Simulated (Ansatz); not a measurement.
# ClH6N3Ti: the cost of one run

Method: RKS PBE-D4/def2-SVP, in Ansatz 0.2.0.

### Step 1. The structure to begin with

Bond lengths: Ti1–Cl2 2.370 Å, Ti1–N3 2.060 Å, N3–H4 1.060 Å, N3–H5 1.060 Å, Ti1–N6 2.059 Å, N6–H7 1.060 Å, N6–H8 1.060 Å, Ti1–N9 2.059 Å, N9–H10 1.060 Å, N9–H11 1.060 Å. Angles (14 of 15 angles, heavy atoms first): Cl2–Ti1–N3 109.4°, Cl2–Ti1–N6 109.5°, Cl2–Ti1–N9 109.5°, N3–Ti1–N6 109.5°, N3–Ti1–N9 109.5°, N6–Ti1–N9 109.5°, Ti1–N3–H4 120.0°, Ti1–N3–H5 120.0°, Ti1–N6–H7 120.0°, Ti1–N6–H8 120.0°, Ti1–N9–H10 120.0°, Ti1–N9–H11 120.0°, H4–N3–H5 120.0°, H7–N6–H8 120.0°.

Coordinates:

```xyz
11

Ti    0.0000    0.0000    0.0000
Cl    0.0000    0.0000    2.3700
N     1.9426    0.0000   -0.6860
H     2.4408   -0.9180   -0.8667
H     2.4438    0.9180   -0.8582
N    -0.9703    1.6810   -0.6860
H    -1.9904    1.6258   -0.9687
H    -0.4498    2.6017   -0.7565
N    -0.9703   -1.6810   -0.6860
H    -1.5052   -2.2973   -0.0095
H    -0.9349   -1.9302   -1.7156
```

### Step 2. Relaxing the start

The input, input.yaml:

```yaml
crystal:
  periodic: [false, false, false]
  atoms:
    - { symbol: Ti, position_ang: [0.0, 0.0, 0.0] }
    - { symbol: Cl, position_ang: [0.0, 0.0, 2.37] }
    - { symbol: "N", position_ang: [1.9426, 0.0, -0.686] }
    - { symbol: H, position_ang: [2.4408, -0.918, -0.8667] }
    - { symbol: H, position_ang: [2.4438, 0.918, -0.8582] }
    - { symbol: "N", position_ang: [-0.9703, 1.681, -0.686] }
    - { symbol: H, position_ang: [-1.9904, 1.6258, -0.9687] }
    - { symbol: H, position_ang: [-0.4498, 2.6017, -0.7565] }
    - { symbol: "N", position_ang: [-0.9703, -1.681, -0.686] }
    - { symbol: H, position_ang: [-1.5052, -2.2973, -0.0095] }
    - { symbol: H, position_ang: [-0.9349, -1.9302, -1.7156] }
basis:
  gaussian: { orbitals: def2-SVP }
hamiltonian:
  xc: pbe
  dispersion: d4
relax:
  f_tol: 0.02
  max_steps: 40
```

Run with:

```bash
$ ansatz run input.yaml --threads 2 --pin off --max-ram 3072MiB --backend cpu --events-out ev --progress --plain --runs-dir out
```

What time and memory should one allow on 2 threads of Arm Neoverse V2, shared host?

About 24 s, with a peak of 0.18 GiB.
